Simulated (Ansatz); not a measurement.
**C₂H₆Cl₂NSc: small, medium and large basis sets**

The task here is to estimate one member of a computed series from the others.

Computed with Ansatz 0.2.0, Gaussian basis. Level: one geometry, several basis sets.

Plan: PBE0-D4/def2-SVP; ωB97M-V/def2-SVP; PBE0-D4/def2-QZVPP; ωB97M-V/def2-QZVPP; the functionals' def2-TZVPP values are taken from earlier runs.

## The geometry

An earlier PBE0-D4 in a triple-zeta def2 set relaxation fixed the geometry.

SMILES `C[N](C)[Sc]([Cl])[Cl]`, 12 atoms, charge 0, spin multiplicity 1.

Atoms are counted from 1 here; the program's logs count them from 0.

Bond lengths: C1–N2 1.446 Å, C1–H7 1.099 Å, C1–H8 1.099 Å, C1–H9 1.093 Å, N2–C3 1.446 Å, N2–Sc4 1.937 Å, C3–H10 1.093 Å, C3–H11 1.099 Å, C3–H12 1.099 Å, Sc4–Cl5 2.312 Å, Sc4–Cl6 2.312 Å. Angles: N2–C1–H7 111.3°, N2–C1–H8 111.3°, N2–C1–H9 110.9°, H7–C1–H8 107.4°, H7–C1–H9 107.8°, H8–C1–H9 107.8°, C1–N2–C3 112.5°, C1–N2–Sc4 123.7°, C3–N2–Sc4 123.8°, N2–C3–H10 111.0°, N2–C3–H11 111.3°, N2–C3–H12 111.3°, H10–C3–H11 107.8°, H10–C3–H12 107.8°, H11–C3–H12 107.4°, N2–Sc4–Cl5 116.6°, N2–Sc4–Cl6 116.6°, Cl5–Sc4–Cl6 126.8°.

The first run:

in.yaml

```yaml
crystal:
  periodic: [false, false, false]
  atoms:
    - {symbol: C, position_ang: [-0.595982, -0.762488, 1.081359]}
    - {symbol: N, position_ang: [0.004424, -0.008439, 0.003659]}
    - {symbol: C, position_ang: [1.233723, -0.604562, -0.469860]}
    - {symbol: Sc, position_ang: [-0.754912, 1.618704, -0.724136]}
    - {symbol: Cl, position_ang: [0.405296, 2.620268, -2.454404]}
    - {symbol: Cl, position_ang: [-2.727519, 2.356646, 0.228710]}
    - {symbol: H, position_ang: [0.080213, -0.833337, 1.944593]}
    - {symbol: H, position_ang: [-0.835655, -1.787566, 0.766349]}
    - {symbol: H, position_ang: [-1.522505, -0.290770, 1.419617]}
    - {symbol: H, position_ang: [1.665831, -0.015663, -1.283415]}
    - {symbol: H, position_ang: [1.065465, -1.623552, -0.845007]}
    - {symbol: H, position_ang: [1.981640, -0.669231, 0.332544]}
basis:
  gaussian: {orbitals: def2-SVP}
hamiltonian: {xc: pbe0, dispersion: d4}
output: {orbitals: {seedname: orbitals}}
```

On the command line:

```console
$ ansatz run in.yaml --threads 4 --pin off --events-out ev --progress --plain --max-ram 11315MiB
```

Among the steps run: PBE0-D4 in def2-SVP; ωB97M-V in def2-SVP; PBE0-D4 in def2-QZVPP; ωB97M-V in def2-QZVPP.

One of the session's tables, all rows but one given; the rest of the session is left out.

It belongs to the step «Functionals by basis». 

```
functional       basis  HOMO (eV)  LUMO (eV)
   PBE0-D4    def2-SVP      -6.89      -2.14
   PBE0-D4  def2-TZVPP      -6.99      -2.26
   PBE0-D4  def2-QZVPP      -7.00      -2.26
   ωB97M-V    def2-SVP      -9.14      -0.44
   ωB97M-V  def2-TZVPP      -9.26      -0.62
   ωB97M-V  def2-QZVPP          ?          ?
```

**Question.** Estimate the row for ωB97M-V, def2-QZVPP.

**Answer.** HOMO (eV): -9.27; LUMO (eV): -0.65. In the column «HOMO (eV)» it is the lowest.
